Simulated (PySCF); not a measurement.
# IrOF₂: quartet, from a PBE0 minimum start

The task is one start of a wider search on IrOF₂: the quartet, from a PBE0 minimum start. It is relaxed, tested by its Hessian and followed downhill if it is a saddle.

Computed with PySCF 2.14.0. Level: PBE0, basis Ir def2-SVP with ECP60, O def2-SVP, F def2-SVP, scalar-relativistic core potentials, no spin–orbit coupling, density fitting.

### Step 1. Starting geometry

4 atoms, charge 0, spin multiplicity 4.

Bond lengths: Ir1–O2 1.724 Å, Ir1–F3 1.862 Å, Ir1–F4 1.862 Å. Angles: O2–Ir1–F3 98.7°, O2–Ir1–F4 98.7°, F3–Ir1–F4 162.6°.

Coordinates in bohr (charge 0 multiplicity 4):
```
Ir    0.0645    0.1118   -0.0024
O    -1.5646   -2.7097    0.0573
F     3.3425   -1.1658   -0.0121
F    -2.6807    2.3120   -0.0121
```

### Step 2. First SCF at the start

The steps below are one call of a driver around PySCF. For each, scf.py gives the equivalent set-up of the SCF; relaxations use the driver's own optimiser. After this first run the driver tries any further starts and a stability analysis.

scf.py

```python
from pyscf import gto, scf, dft
mol = gto.M(atom='''
Ir     0.034147     0.059139    -0.001252
O     -0.827931    -1.433897     0.030347
F      1.768797    -0.616923    -0.006420
F     -1.418579     1.223466    -0.006418''',
    basis={'Ir': 'def2-SVP', 'O': 'def2-SVP', 'F': 'def2-SVP'},
    ecp={'Ir': 'def2-SVP'},
    charge=0, spin=3)
mf = dft.UKS(mol, xc='PBE0')
mf.grids.atom_grid = (50, 194)
aux = {'Ir': 'def2-universal-JKFIT', 'O': 'def2-universal-JKFIT', 'F': 'def2-universal-JKFIT'}
mf = mf.density_fit(auxbasis=aux)
mf.conv_tol = 1e-08
mf.diis_space = 10
mf.max_cycle = 60
mf.init_guess = 'minao'
mf.verbose = 4
mf.kernel()
```

The run is started by

```sh
> OMP_NUM_THREADS=2 python axn.py task.json out
```

Further steps of the session: PBE0 minimum start, quartet: relaxation; Frequencies.

Before running it: what results should come out? Wanted: minimum; geometry; wavenumbers; dipole moment; highest occupied, lowest empty level; polar-tensor charge of Ir1; zero-point energy; atomisation energy; ⟨S²⟩.

As calculated:

| quantity | value |
| --- | --- |
| minimum | quartet, C2v |
| geometry | Ir–F 1.862 Å (×2), Ir–O 1.724 Å; F–Ir–F 162.6°, F–Ir–O 98.7° (×2) |
| wavenumbers (cm⁻¹) | 175 (b1), 197 (b2), 209 (a1), 679 (a1), 705 (b2), 935 (a1) |
| dipole moment | 1.84 D |
| highest occupied, lowest empty level (either spin) | -8.35, -4.80 eV |
| polar-tensor charge of Ir1 | +1.36 e |
| zero-point energy | 17.4 kJ/mol |
| entropy at 298.15 K | 320.5 J/(mol K) |
| atomisation energy (no zero-point energy) | 1205 kJ/mol |
| ⟨S²⟩ | 3.762 |

The molecule stays C2v, as typed, and the end point is a minimum. In the infrared the band at 705 cm⁻¹ (b2, stretch) leads. Most of the spin sits on Ir1 (Mulliken spin 1.79, against 3 for the whole molecule). Only this shape and spin were tried, so other structures or states may lie lower. Open d and f shells are described by one determinant, and the ground state may have another occupation or spin. Spin–orbit coupling, left out here, can matter for elements this heavy.
